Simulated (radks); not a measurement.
# Co⁺ inside a hard spherical wall

What does compression do to the levels of Co⁺? A hard sphere of shrinking radius stands in for pressure; the configuration is held at [Ar] 3d8.

The numbers are computed with radks (a radial shooting solver on a logarithmic mesh, Libxc functionals) version 1 (scalar-relativistic Kohn-Sham, LDA (Slater exchange, Perdew-Wang correlation), spin-polarised, spherical densities, point nucleus; open shells are filled with parallel spins first), except any that are marked as measured or tabulated.

## (1) The system

- element: cobalt (Z = 27)
- charge: +1
- electrons: 26
- configuration: [Ar] 3d8

The outer shells:

Co⁺
```
[Ar] core
3d [↑↓][↑↓][↑↓][↑ ][↑ ]
```

In the logs a row gives level, spin channel, occupation and eigenvalue; Etot, Ekin, Encl (electron-nucleus), Eh (Hartree) and Exc are energies, all in hartree; err is the last residual, it the number of iterations.

## (2) The free atom

Settings of this run:

```text
Z 27
configuration [Ar] 3d8 4s0 4p0 4d0
relativity scalar-relativistic
functional lda,pw
spin polarised
nucleus point
c 137.035999084
```

Log:

```text
1s      1   1.0000        -278.55882649
2s      1   1.0000         -33.07308313
2p      1   3.0000         -28.38126913
3s      1   1.0000          -3.89732925
3p      1   3.0000          -2.56629053
3d      1   5.0000          -0.48916120
4s      1   0.0000          -0.42729461
4p      1   0.0000          -0.24193577
4d      1   0.0000          -0.07305811
1s      2   1.0000        -278.55852290
2s      2   1.0000         -33.03587850
2p      2   3.0000         -28.35260297
3s      2   1.0000          -3.82355359
3p      2   3.0000          -2.49445318
3d      2   3.0000          -0.42709457
4s      2   0.0000          -0.40929967
4p      2   0.0000          -0.23190052
4d      2   0.0000          -0.07154760
Etot -1390.562824550861
Ekin 1407.8740903673333
Encl -3330.408274957802
Eh 588.9683934280042
Exc -56.99703338839671
err 1.6207938243270564e-09
it 17
```

The top filled level is 3d down, -11.622 eV.

Radial moments (bohr):

```
  level  occupation  energy (eV)    <r>  outermost maximum (interpolated)  90 % within  nodes
  3d up           5      -13.311  1.119                             0.673         2.00      0
  4s up           0      -11.627  2.688                              2.25         4.03      3
3d down           3      -11.622  1.165                             0.678         2.11      0
4s down           0      -11.138  2.748                              2.29         4.13      3
  4p up           0       -6.583  3.473                              2.85         5.30      2
4p down           0       -6.310  3.572                              2.93         5.45      2
  4d up           0       -1.988  7.466                              6.04         11.6      1
4d down           0       -1.947  7.667                              6.23         11.9      1
```

The radial density on a logarithmic grid:

```csv
r (bohr),4πr²ρ (e/bohr)
0.00186,0.5940
0.00280,1.257
0.00417,2.556
0.00627,5.080
0.00936,9.425
0.0141,16.28
0.0210,24.65
0.0316,31.49
0.0475,31.74
0.0708,26.69
0.107,27.46
0.159,35.72
0.239,30.99
0.356,16.31
0.536,16.90
0.806,16.81
1.20,7.706
1.81,2.105
2.70,0.4653
4.06,0.05407
```

## (3) Wall at 10 bohr

Settings, as their differences from step 2:

```diff
@@ -6,2 +6,3 @@
 nucleus point
+wall 10 bohr
 c 137.035999084
```

Log:

```text
1s      1   1.0000        -278.55881355
2s      1   1.0000         -33.07306961
2p      1   3.0000         -28.38125569
3s      1   1.0000          -3.89731607
3p      1   3.0000          -2.56627752
3d      1   5.0000          -0.48914924
4s      1   0.0000          -0.42727247
4p      1   0.0000          -0.24149188
4d      1   0.0000          -0.05110627
1s      2   1.0000        -278.55850997
2s      2   1.0000         -33.03586536
2p      2   3.0000         -28.35258984
3s      2   1.0000          -3.82354112
3p      2   3.0000          -2.49444086
3d      2   3.0000          -0.42708299
4s      2   0.0000          -0.40927109
4p      2   0.0000          -0.23133542
4d      2   0.0000          -0.04784019
Etot -1390.562822572691
Ekin 1407.8741215120667
Encl -3330.40862117956
Eh 588.9687240109122
Exc -56.997046916109696
err 1.6271866437147378e-09
it 17
```

Energy against step 2 (the free atom): +0.000 eV. 3d down is the highest filled level (-11.622 eV).

## (4) Wall at 8 bohr

Settings, as their differences from step 3:

```diff
@@ -6,3 +6,3 @@
 nucleus point
-wall 10 bohr
+wall 8 bohr
 c 137.035999084
```

Log:

```text
1s      1   1.0000        -278.55853767
2s      1   1.0000         -33.07278095
2p      1   3.0000         -28.38096882
3s      1   1.0000          -3.89703874
3p      1   3.0000          -2.56600433
3d      1   5.0000          -0.48889781
4s      1   0.0000          -0.42679308
4p      1   0.0000          -0.23813487
4d      1   0.0000          -0.01725180
1s      2   1.0000        -278.55823417
2s      2   1.0000         -33.03558313
2p      2   3.0000         -28.35230792
3s      2   1.0000          -3.82327533
3p      2   3.0000          -2.49417882
3d      2   3.0000          -0.42683642
4s      2   0.0000          -0.40869316
4p      2   0.0000          -0.22739642
4d      2   0.0000          -0.01192844
Etot -1390.56276264673
Ekin 1407.8748493195822
Encl -3330.415994585925
Eh 588.9757330590784
Exc -56.997350439465336
err 1.6132315746740022e-09
it 17
```

E − E(step 2, the free atom) = +0.002 eV. Highest occupied level: 3d down at -11.615 eV.

## (5) Wall at 7 bohr

Settings, as their differences from step 4:

```diff
@@ -6,3 +6,3 @@
 nucleus point
-wall 8 bohr
+wall 7 bohr
 c 137.035999084
```

Log:

```text
1s      1   1.0000        -278.55754971
2s      1   1.0000         -33.07174588
2p      1   3.0000         -28.37993993
3s      1   1.0000          -3.89605664
3p      1   3.0000          -2.56503834
3d      1   5.0000          -0.48800694
4s      1   0.0000          -0.42507464
4p      1   0.0000          -0.23124434
4d      1   0.0000           0.01955544
1s      2   1.0000        -278.55724647
2s      2   1.0000         -33.03456667
2p      2   3.0000         -28.35129342
3s      2   1.0000          -3.82232583
3p      2   3.0000          -2.49324429
3d      2   3.0000          -0.42595528
4s      2   0.0000          -0.40670541
4p      2   0.0000          -0.21964532
4d      2   0.0000           0.02690080
Etot -1390.5624852573294
Ekin 1407.8776597245471
Encl -3330.442365362307
Eh 589.0006949792865
Exc -56.99847459885607
err 1.5294646409607974e-09
it 17
```

E − E(step 2, the free atom) = +0.009 eV. Highest occupied level: 3d down at -11.591 eV.

## (6) Wall at 6 bohr

Settings, as their differences from step 5:

```diff
@@ -6,3 +6,3 @@
 nucleus point
-wall 7 bohr
+wall 6 bohr
 c 137.035999084
```

Log:

```text
1s      1   1.0000        -278.55350867
2s      1   1.0000         -33.06750335
2p      1   3.0000         -28.37572198
3s      1   1.0000          -3.89209526
3p      1   3.0000          -2.56114919
3d      1   5.0000          -0.48440249
4s      1   0.0000          -0.41806212
4p      1   0.0000          -0.21233066
4d      1   0.0000           0.08744935
1s      2   1.0000        -278.55320627
2s      2   1.0000         -33.03038238
2p      2   3.0000         -28.34712053
3s      2   1.0000          -3.81846241
3p      2   3.0000          -2.48944972
3d      2   3.0000          -0.42236117
4s      2   0.0000          -0.39887680
4p      2   0.0000          -0.19898110
4d      2   0.0000           0.09814983
Etot -1390.5609942376489
Ekin 1407.890227566227
Encl -3330.550051526311
Eh 589.102055241382
Exc -57.003225518946785
err 1.3606494568524799e-09
it 17
```

E − E(step 2, the free atom) = +0.050 eV. The top filled level is 3d down, -11.493 eV.

## (7) Wall at 5 bohr

Settings, as their differences from step 6:

```diff
@@ -6,3 +6,3 @@
 nucleus point
-wall 6 bohr
+wall 5 bohr
 c 137.035999084
```

Log:

```text
1s      1   1.0000        -278.53805277
2s      1   1.0000         -33.05121912
2p      1   3.0000         -28.35952944
3s      1   1.0000          -3.87726264
3p      1   3.0000          -2.54662841
3d      1   5.0000          -0.47078152
4s      1   0.0000          -0.39109495
4p      1   0.0000          -0.15952016
4d      1   0.0000           0.22309314
1s      2   1.0000        -278.53775262
2s      2   1.0000         -33.01424158
2p      2   3.0000         -28.33103906
3s      2   1.0000          -3.80385034
3p      2   3.0000          -2.47514264
3d      2   3.0000          -0.40866232
4s      2   0.0000          -0.36977256
4p      2   0.0000          -0.14273955
4d      2   0.0000           0.23941820
Etot -1390.5530398956905
Ekin 1407.944602981603
Encl -3330.960893772826
Eh 589.4853354756497
Exc -57.022084580117486
err 3.3020980602990213e-09
it 16
```

E − E(step 2, the free atom) = +0.266 eV. The top filled level is 3d down, -11.120 eV.

## (8) Wall at 3.5 bohr

Settings, as their differences from step 7:

```diff
@@ -6,3 +6,3 @@
 nucleus point
-wall 5 bohr
+wall 3.5 bohr
 c 137.035999084
```

Log:

```text
1s      1   1.0000        -278.41167165
2s      1   1.0000         -32.91702274
2p      1   3.0000         -28.22603814
3s      1   1.0000          -3.76283527
3p      1   3.0000          -2.43531828
3d      1   5.0000          -0.36072826
4s      1   0.0000          -0.15299430
4p      1   0.0000           0.18394363
4d      1   0.0000           0.82445905
1s      2   1.0000        -278.41137460
2s      2   1.0000         -32.88021740
2p      2   3.0000         -28.19768159
3s      2   1.0000          -3.68939884
3p      2   3.0000          -2.36384553
3d      2   3.0000          -0.29684982
4s      2   0.0000          -0.12277833
4p      2   0.0000           0.21223770
4d      2   0.0000           0.85640550
Etot -1390.4354059647271
Ekin 1408.5268440814111
Encl -3334.3006530023044
Eh 592.5235593070458
Exc -57.18515635087965
err 1.4252672846733927e-09
it 16
```

Energy against step 2 (the free atom): +3.467 eV. 3d down is the highest filled level (-8.078 eV).

## (9) Wall at 2.5 bohr

Settings, as their differences from step 8:

```diff
@@ -6,3 +6,3 @@
 nucleus point
-wall 3.5 bohr
+wall 2.5 bohr
 c 137.035999084
```

Log:

```text
1s      1   1.0000        -277.98739187
2s      1   1.0000         -32.47240982
2p      1   3.0000         -27.78232050
3s      1   1.0000          -3.42621515
3p      1   3.0000          -2.10570140
3d      1   5.0000           0.00422467
4s      1   0.0000           0.79213373
4p      1   0.0000           1.32425033
4d      1   0.0000           2.28173688
1s      2   1.0000        -277.98708018
2s      2   1.0000         -32.43388011
2p      2   3.0000         -27.75263182
3s      2   1.0000          -3.34935674
3p      2   3.0000          -2.03098328
3d      2   3.0000           0.07477674
4s      2   0.0000           0.83550241
4p      2   0.0000           1.36790621
4d      2   0.0000           2.33068637
Etot -1389.7016100056576
Ekin 1411.5431852029383
Encl -3345.481105373663
Eh 601.9784051927356
Exc -57.74209502766841
err 2.28058760553842e-09
it 14
```

E − E(step 2, the free atom) = +23.435 eV. Highest occupied level: 3d down at 2.035 eV.

## (10) Wall at 2 bohr

Settings, as their differences from step 9:

```diff
@@ -6,3 +6,3 @@
 nucleus point
-wall 2.5 bohr
+wall 2 bohr
 c 137.035999084
```

Log:

```text
1s      1   1.0000        -277.27571321
2s      1   1.0000         -31.76739450
2p      1   3.0000         -27.07309778
3s      1   1.0000          -2.94228319
3p      1   3.0000          -1.61054541
3d      1   5.0000           0.58809830
4s      1   0.0000           2.50278362
4p      1   0.0000           3.19542505
4d      1   0.0000           4.26892917
1s      2   1.0000        -277.27541212
2s      2   1.0000         -31.72556779
2p      2   3.0000         -27.04086221
3s      2   1.0000          -2.86033665
3p      2   3.0000          -1.53051488
3d      2   3.0000           0.66702773
4s      2   0.0000           2.55738564
4p      2   0.0000           3.25111630
4d      2   0.0000           4.32951466
Etot -1387.8100804307524
Ekin 1419.1425122178096
Encl -3364.453578420028
Eh 616.1295181492324
Exc -58.6285323777662
err 9.824183220151143e-10
it 14
```

Energy against step 2 (the free atom): +74.906 eV. 3d down is the highest filled level (18.151 eV).

## (11) What came out

```csv
R (bohr),E − E(free) (eV),ε(3d) (eV),"ε(4s, empty) (eV)","ε(4p, empty) (eV)","ε(4d, empty) (eV)",pressure (GPa)
free,0.000,-13.311,-11.627,-6.583,-1.988,0
10,0.000,-13.310,-11.627,-6.571,-1.391,< 0.0001
8,0.002,-13.304,-11.614,-6.480,-0.469,0.00387
7,0.009,-13.279,-11.567,-6.292,0.532,0.0274
6,0.050,-13.181,-11.376,-5.778,2.380,0.200
5,0.266,-12.811,-10.642,-4.341,6.071,1.54
3.5,3.467,-9.816,-4.163,5.005,22.435,43.3
2.5,23.435,0.115,21.555,36.035,62.089,685
2,74.906,16.003,68.104,86.952,116.16,4125
```

What this shows: Eigenvalues are for spin up. At the tightest wall, 2 bohr, the energy stands 74.906 eV above the free atom and the pressure, −dE/dV, is 4125 GPa. Of the levels in the table that exist at both ends, 4d (empty) rises most from the free atom (118.15 eV). From R = 2.5 bohr inwards the highest occupied level lies above zero, pushed up by confinement. Shells are not refilled when levels cross, and a hard wall is a model, not a crystal.
